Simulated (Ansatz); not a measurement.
# LuSi2: how well frozen cores do

The same cell of LuSi2 is computed with LAPW, all electrons, PAW with frozen cores and datasets made for this crystal, to set the results side by side.

Program: Ansatz 0.2.0. Level of theory: DFT PBEsol, scalar-relativistic. These are calculated values, not measurements.

## Step 1: The structure to begin with

It takes space group P6/mmm (No. 191, hexagonal). The conventional cell has a = 3.750 Å, b = 3.750 Å, c = 4.050 Å, α = 90.00°, β = 90.00°, γ = 120.00°. Lu (site symmetry 6/mmm) has 12 Si at 2.96 Å in its first shell of neighbours. Si (site symmetry -6m2) is surrounded by 3 Si at 2.17 Å and 6 Lu at 2.96 Å.

Coordinates:

```xyz
3
Lattice="3.7500 0.0000 0.0000 -1.8750 3.2476 0.0000 0.0000 0.0000 4.0500" Properties=species:S:1:pos:R:3 pbc="T T T"
Lu    0.0000    0.0000    0.0000
Si    0.0000    2.1651    2.0250
Si    1.8750    1.0825    2.0250
```

The geometry is a database entry used as it stands. It may stem from high pressure or temperature, or be incomplete, so it serves as a test cell.

Atoms are numbered in the order of the input: Lu1, Si2, Si3.

## Step 2: LAPW, all electrons

File input.yaml:

```yaml
crystal:
  lattice:
    - [3.7500020507, 0.0, 0.0]
    - [-1.8750010253, 3.2475970401, 0.0]
    - [0.0, 0.0, 4.05]
  atoms:
    - { symbol: Lu, position: [0.0, 0.0, 0.0] }
    - { symbol: Si, position: [0.3333333333, 0.6666666667, 0.5] }
    - { symbol: Si, position: [0.6666666667, 0.3333333333, 0.5] }
kpoints:
  mp_grid: { grid: [13, 13, 10] }
  band_path:
    path:
      - [0.0, 0.0, 0.0]
      - [0.5, 0.0, 0.0]
      - [0.3333333333, 0.3333333333, 0.0]
      - [0.0, 0.0, 0.0]
      - [0.0, 0.0, 0.5]
      - [0.5, 0.0, 0.5]
      - [0.3333333333, 0.3333333333, 0.5]
      - [0.0, 0.0, 0.5]
      - [0.5, 0.0, 0.5]
    npoints: 14
scf:
  occupations: { method: fermi_dirac, width: 0.05 }
hamiltonian:
  xc: pbesol
  pseudopotentials: { kind: all_electron, lapw: { basis_error: 0.0005 } }
output:
  forces: true
  stress: true
  eigenvalues: true
  populations: true
  dos: { projected: true, de: 0.2, e_range: [-14, 8] }
```

The run is started by

```bash
$ ansatz run input.yaml --threads 1 --pin off --max-ram 4096MiB --backend cpu --events-out ev --progress --plain --runs-dir out
```

## Step 3: PAW with frozen cores

Edit input.yaml of step 2 so:

```diff
@@ -27,3 +27,3 @@
   xc: pbesol
-  pseudopotentials: { kind: all_electron, lapw: { basis_error: 0.0005 } }
+  pseudopotentials: { kind: paw }
 output:
@@ -32,3 +32,9 @@
   eigenvalues: true
+  efg: { contact_densities: true }
   populations: true
+  bader: true
   dos: { projected: true, de: 0.2, e_range: [-14, 8] }
+  write_density: true
+  write_potential: true
+  elf: true
+  volumetric_format: npy
```

## Step 4: Datasets made for this crystal

Edit input.yaml of step 3 so:

```diff
@@ -22,3 +22,3 @@
       - [0.5, 0.0, 0.5]
-    npoints: 14
+    npoints: 8
 scf:
@@ -27,3 +27,3 @@
   xc: pbesol
-  pseudopotentials: { kind: paw }
+  pseudopotentials: { kind: all_electron, datasets: crystal }
 output:
@@ -33,8 +33 @@
   efg: { contact_densities: true }
-  populations: true
-  bader: true
-  dos: { projected: true, de: 0.2, e_range: [-14, 8] }
-  write_density: true
-  write_potential: true
-  elf: true
-  volumetric_format: npy
```

(Steps that only read results are left out.)

Q: Predict the outcome of this session. Wanted: pressure; gap; Bader charges; highest ELF.

**Answer**, as computed:

| quantity | value |
| --- | --- |
| pressure | LAPW 13.15, PAW 13.22, crystal datasets 13.15 GPa |
| gap (LAPW) | none |
| Bader charges (PAW) | Lu1 +1.40, Si2 -0.70 e |
| highest ELF (PAW) | 0.85, 1.09 Å from Si |

The pressure of 13.2 GPa pushes the cell to expand, with the atoms held in place. The count of 65 electrons in bands leaves a band partly filled, so there is no gap. Lu 5d carries the largest share, 40 %, of the projected states within 0.3 eV of the Fermi level. The projection holds only the free atom's occupied shells (Lu 6s, Lu 5d, Lu 4f, Si 3s, Si 3p in this range). The field gradient at Lu1, the largest by crystal datasets, is -0.88 by PAW and -1.25 by crystal datasets (10²¹ V/m²); frozen cores can miss part of the core's response. Spin–orbit coupling is left out, which moves gradients at and beside heavy atoms by some per cent and at worst by a factor of two. In pressure, PAW differs from LAPW by +0.07 GPa. The price, with the outputs that each input asks for: 49 s for LAPW against 23 s for PAW, about 2.2 to one. Spin-orbit coupling is left out, though the cell holds Lu; in elements this heavy it can shift bands and gaps by tenths of an eV.
